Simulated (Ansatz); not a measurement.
# CH3Cl2Si (SMILES [CH2][SiH](Cl)Cl): USVWN5/6-31G(d) (spherical functions)

What is the vertical ionisation energy of CH3Cl2Si at USVWN5/6-31G* (spherical functions)? 

The results are computed with Ansatz 0.2.0.

58 further runs of the same task are left out: 2 that didn't finish, 56 set aside as unsound or not needed. Runs told in other sessions of the task aren't counted.

## (1) The structure to begin with

CH3Cl2Si: 7 atoms, total charge 0, spin state doublet. SMILES: `[CH2][SiH](Cl)Cl`. Geometry: relaxed at PBE0-D4/def2-TZVP. This is one conformer, not always the lowest.

Bond lengths: C1–Si2 1.823 Å, Si2–Cl3 2.049 Å, Si2–Cl4 2.049 Å, C1–H5 1.085 Å, C1–H6 1.085 Å, Si2–H7 1.475 Å. Angles: C1–Si2–Cl3 110.0°, C1–Si2–Cl4 110.0°, Cl3–Si2–Cl4 107.9°, C1–Si2–H7 112.5°, Cl3–Si2–H7 108.1°, Cl4–Si2–H7 108.2°, Si2–C1–H5 122.1°, Si2–C1–H6 122.1°, H5–C1–H6 115.8°.

## (2) A single-point energy at USVWN5/6-31G(d) (spherical functions)

molecule.yaml reads:

```yaml
crystal:
  periodic: [false, false, false]
  atoms:
    - {symbol: C, position_ang: [-0.692700, 0.892600, 0.197500]}
    - {symbol: Si, position_ang: [0.466300, -0.499500, -0.003900]}
    - {symbol: Cl, position_ang: [1.593800, -0.235400, -1.694300]}
    - {symbol: Cl, position_ang: [-0.574000, -2.252500, -0.209200]}
    - {symbol: H, position_ang: [-1.447700, 1.127200, -0.545500]}
    - {symbol: H, position_ang: [-0.668800, 1.540600, 1.067500]}
    - {symbol: H, position_ang: [1.384500, -0.641000, 1.142000]}
basis:
  gaussian: {orbitals: 6-31G_st_-spherical.json}
magnetization: {spin_polarized: true, initial_magnetization: 1}
hamiltonian: {xc: {name: SVWN5}}
accuracy: high
output: {orbitals: {seedname: orbitals}}
```

The basis set 6-31G* is read from a file made from the Basis Set Exchange's data (not shown).

The run is started by

```sh
$ ansatz run molecule.yaml --threads 1 --pin off --max-ram 3480MiB --events-out events.jsonl --progress --plain --runs-dir runs
```

What it wrote:

```text
Warning: RAYON_NUM_THREADS=1 ignored (pool sized by the plan → 1); use --threads N
Functional definition: SVWN5
  name "SVWN5"
  exchange = slater_x
  correlation = vwn5_c
1599 factors; integrals over basis functions are off by at most 3.7e-9 eV
mean field evaluation 1: about -33879.9225 eV, gradient 3.2e1 eV
mean field evaluation 2: about -33868.5913 eV, gradient 4.9e1 eV
mean field evaluation 4: about -33885.3631 eV, gradient 3.2e0 eV
mean field evaluation 8: about -33885.4105 eV, gradient 5.9e-2 eV
mean field evaluation 16: about -33885.4105 eV, gradient 6.7e-6 eV
mean field -33885.41050602 eV, -1245.2658677400 hartree, gradient 5.9e-8 eV, S^2 0.752229; 0 other end points of the search recorded, 0 dependent functions left out
reference -33885.41050885 eV, -1245.2658678442 hartree; 29, 28 occupied and 45, 46 virtual orbitals, 1599 factors
Total energy: -33885.41050885 eV, -1245.2658678442 hartree
```

Run time: 4.8 s. Hardware: 1 thread of Arm Neoverse V2, shared host; peak memory 0.22 GiB.

## (3) The singlet cation, same level

in.yaml reads:

```yaml
crystal:
  periodic: [false, false, false]
  atoms:
    - {symbol: C, position_ang: [-0.692700, 0.892600, 0.197500]}
    - {symbol: Si, position_ang: [0.466300, -0.499500, -0.003900]}
    - {symbol: Cl, position_ang: [1.593800, -0.235400, -1.694300]}
    - {symbol: Cl, position_ang: [-0.574000, -2.252500, -0.209200]}
    - {symbol: H, position_ang: [-1.447700, 1.127200, -0.545500]}
    - {symbol: H, position_ang: [-0.668800, 1.540600, 1.067500]}
    - {symbol: H, position_ang: [1.384500, -0.641000, 1.142000]}
basis:
  gaussian:
    orbitals: 6-31G_st_-spherical.json
total_charge: 1
hamiltonian:
  xc: {name: SVWN5}
accuracy: high
output:
  orbitals: {seedname: orbitals}
```

The basis set 6-31G* is read from a file made from the Basis Set Exchange's data (not shown).

The run is started by

```sh
$ ansatz run in.yaml --threads 1 --pin off --max-ram 3480MiB --events-out events.jsonl --progress --plain --runs-dir runs
```

What it wrote:

```text
Warning: RAYON_NUM_THREADS=1 ignored (pool sized by the plan → 1); use --threads N
Functional definition: SVWN5
  name "SVWN5"
  exchange = slater_x
  correlation = vwn5_c
1598 factors; integrals over basis functions are off by at most 3.7e-9 eV
mean field evaluation 1: about -33872.3465 eV, gradient 3.6e1 eV
mean field evaluation 2: about -33871.0928 eV, gradient 4.0e1 eV
mean field evaluation 4: about -33875.4288 eV, gradient 1.1e1 eV
mean field evaluation 8: about -33875.8672 eV, gradient 1.6e-1 eV
mean field evaluation 16: about -33875.8523 eV, gradient 2.0e-4 eV
mean field evaluation 32: about -33874.8398 eV, gradient 4.9e0 eV
mean field -33875.85227777 eV, -1244.9146093308 hartree, gradient 1.7e-8 eV, S^2 0.000000; 4 other end points of the search recorded, 0 dependent functions left out
reference -33875.85228071 eV, -1244.9146094389 hartree; 28, 28 occupied and 46, 46 virtual orbitals, 1598 factors
Total energy: -33875.85228071 eV, -1244.9146094389 hartree
```

It took 4.5 s on 1 thread of Arm Neoverse V2, shared host; peak memory 0.19 GiB.

## (4) Summary of results

Level: USVWN5/6-31G* (spherical functions).

```
                                            quantity           value
                      doublet CH3Cl2Si: total energy  -1245.26587 Eh
doublet CH3Cl2Si: HOMO energy (highest over α and β)        -6.15 eV
 doublet CH3Cl2Si: LUMO energy (lowest over α and β)        -4.62 eV
                              doublet CH3Cl2Si: ⟨S²⟩           0.752
                        singlet cation: total energy  -1244.91461 Eh
                         singlet cation: HOMO energy       -13.32 eV
                         singlet cation: LUMO energy       -12.70 eV
                       singlet cation: HOMO–LUMO gap         0.62 eV
  vertical ionisation energy (to the singlet cation)        9.558 eV
```

What this shows: Removing an electron at fixed nuclei costs 9.56 eV (220 kcal/mol). Only the singlet of the ionised species was computed; a triplet could lie lower.
